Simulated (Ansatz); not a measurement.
# HF/6-31G(d) (spherical functions) run of C6H4F2 (1,4-difluorobenzene)

What is the vertical ionisation energy of C6H4F2 (1,4-difluorobenzene) at HF/6-31G* (spherical functions)? 

The calculation is run with Ansatz 0.2.0.

37 further runs of the same task are left out: 37 set aside as unsound or not needed. Runs told in other sessions of the task aren't counted.

### 1 The system as given

C6H4F2 has 12 atoms, charge 0, and is taken as a singlet. As SMILES, `Fc1ccc(F)cc1`. Geometry: relaxed at PBE0-D4/def2-TZVP.

Bond lengths: F1–C2 1.339 Å, C2–C3 1.381 Å, C3–C4 1.386 Å, C4–C5 1.381 Å, C5–F6 1.339 Å, C5–C7 1.381 Å, C2–C8 1.381 Å, C7–C8 1.386 Å, C3–H9 1.083 Å, C4–H10 1.083 Å, C7–H11 1.083 Å, C8–H12 1.083 Å. Some angles: F1–C2–C3 119.0°, F1–C2–C8 119.0°, C3–C2–C8 122.1°, C2–C3–C4 119.0°, C3–C4–C5 119.0°, C4–C5–F6 119.0°, C4–C5–C7 122.1°, F6–C5–C7 119.0°, C5–C7–C8 119.0°, C2–C8–C7 119.0°.

### 2 A single-point energy at HF/6-31G(d) (spherical functions)

The input, in.yaml:

```yaml
crystal:
  periodic: [false, false, false]
  atoms:
    - {symbol: F, position_ang: [0.818160, -1.507030, 2.087620]}
    - {symbol: C, position_ang: [0.412470, -0.759890, 1.052710]}
    - {symbol: C, position_ang: [0.723110, 0.585830, 1.036590]}
    - {symbol: C, position_ang: [0.303270, 1.359200, -0.034740]}
    - {symbol: C, position_ang: [-0.412610, 0.759910, -1.052630]}
    - {symbol: F, position_ang: [-0.818110, 1.507050, -2.087630]}
    - {symbol: C, position_ang: [-0.723140, -0.585820, -1.036580]}
    - {symbol: C, position_ang: [-0.303280, -1.359200, 0.034760]}
    - {symbol: H, position_ang: [1.286400, 1.016540, 1.854700]}
    - {symbol: H, position_ang: [0.525830, 2.417480, -0.085970]}
    - {symbol: H, position_ang: [-1.286320, -1.016580, -1.854740]}
    - {symbol: H, position_ang: [-0.525770, -2.417490, 0.085910]}
basis:
  gaussian:
    orbitals: 6-31G_st_-spherical.json
output: {orbitals: {seedname: orbitals}}
hamiltonian:
  xc: hf
accuracy: high
```

The basis set 6-31G* is read from a file made from the Basis Set Exchange's data (not shown).

Started as:

```bash
$ ansatz run in.yaml --threads 1 --pin off --max-ram 3480MiB --events-out events.jsonl --progress --plain --runs-dir runs
```

The log of the run:

```text
Warning: RAYON_NUM_THREADS=1 ignored (pool sized by the plan → 1); use --threads N
Functional definition: HF
  name "HF"
  exchange = exact_x
  correlation = 0
2917 factors; integrals over basis functions are off by at most 7.9e-9 eV
mean field evaluation 1: about -11654.0041 eV, gradient 3.5e1 eV
mean field evaluation 2: about -11654.1624 eV, gradient 3.5e1 eV
mean field evaluation 4: about -11657.3308 eV, gradient 4.5e0 eV
mean field evaluation 8: about -11657.3834 eV, gradient 2.3e-1 eV
mean field -11657.38359087 eV, -428.4009453060 hartree, gradient 8.3e-8 eV, S^2 0.000000; 0 other end points of the search recorded, 0 dependent functions left out
reference -11657.38359087 eV, -428.4009453060 hartree; 29, 29 occupied and 91, 91 virtual orbitals, 2917 factors
Total energy: -11657.38359087 eV, -428.4009453060 hartree
```

Run time: 6.6 s. Hardware: 1 thread of Arm Neoverse V2, shared host; peak memory 0.46 GiB.

### 3 The doublet cation

The input, job.yaml:

```yaml
crystal:
  periodic: [false, false, false]
  atoms:
    - {symbol: F, position_ang: [0.818160, -1.507030, 2.087620]}
    - {symbol: C, position_ang: [0.412470, -0.759890, 1.052710]}
    - {symbol: C, position_ang: [0.723110, 0.585830, 1.036590]}
    - {symbol: C, position_ang: [0.303270, 1.359200, -0.034740]}
    - {symbol: C, position_ang: [-0.412610, 0.759910, -1.052630]}
    - {symbol: F, position_ang: [-0.818110, 1.507050, -2.087630]}
    - {symbol: C, position_ang: [-0.723140, -0.585820, -1.036580]}
    - {symbol: C, position_ang: [-0.303280, -1.359200, 0.034760]}
    - {symbol: H, position_ang: [1.286400, 1.016540, 1.854700]}
    - {symbol: H, position_ang: [0.525830, 2.417480, -0.085970]}
    - {symbol: H, position_ang: [-1.286320, -1.016580, -1.854740]}
    - {symbol: H, position_ang: [-0.525770, -2.417490, 0.085910]}
basis:
  gaussian:
    orbitals: 6-31G_st_-spherical.json
total_charge: 1
magnetization:
  spin_polarized: true
  initial_magnetization: 1
hamiltonian:
  xc: hf
accuracy: high
output: {orbitals: {seedname: orbitals}}
```

The basis set 6-31G* is read from a file made from the Basis Set Exchange's data (not shown).

Started as:

```bash
$ ansatz run job.yaml --threads 1 --pin off --max-ram 3480MiB --events-out events.jsonl --progress --plain --runs-dir runs
```

The log of the run (excerpt; [...] marks lines left out):

```text
Warning: RAYON_NUM_THREADS=1 ignored (pool sized by the plan → 1); use --threads N
Functional definition: HF
  name "HF"
[...]
2915 factors; integrals over basis functions are off by at most 7.9e-9 eV
[...]
mean field -11649.22316205 eV, -428.1010550782 hartree, gradient 2.5e-8 eV, S^2 0.832518; 3 other end points of the search recorded, 0 dependent functions left out
reference -11649.22316205 eV, -428.1010550782 hartree; 29, 28 occupied and 91, 92 virtual orbitals, 2915 factors
Total energy: -11649.22316205 eV, -428.1010550782 hartree
```

It took 40 s on 1 thread of Arm Neoverse V2, shared host; peak memory 0.59 GiB.

### 4 What came out

At HF/6-31G* (spherical functions):

```
                                          quantity          value
                      singlet C6H4F2: total energy  -428.40095 Eh
                       singlet C6H4F2: HOMO energy       -9.19 eV
                       singlet C6H4F2: LUMO energy        3.19 eV
                     singlet C6H4F2: HOMO–LUMO gap       12.38 eV
                      doublet cation: total energy  -428.10106 Eh
doublet cation: HOMO energy (highest over α and β)      -15.74 eV
 doublet cation: LUMO energy (lowest over α and β)       -7.13 eV
                              doublet cation: ⟨S²⟩          0.833
vertical ionisation energy (to the doublet cation)       8.160 eV
```

**Reading.** The vertical ionisation energy comes to 8.16 eV (787 kJ/mol). The negative HOMO energy of the first species, 9.19 eV, lies 1.03 eV above that difference.
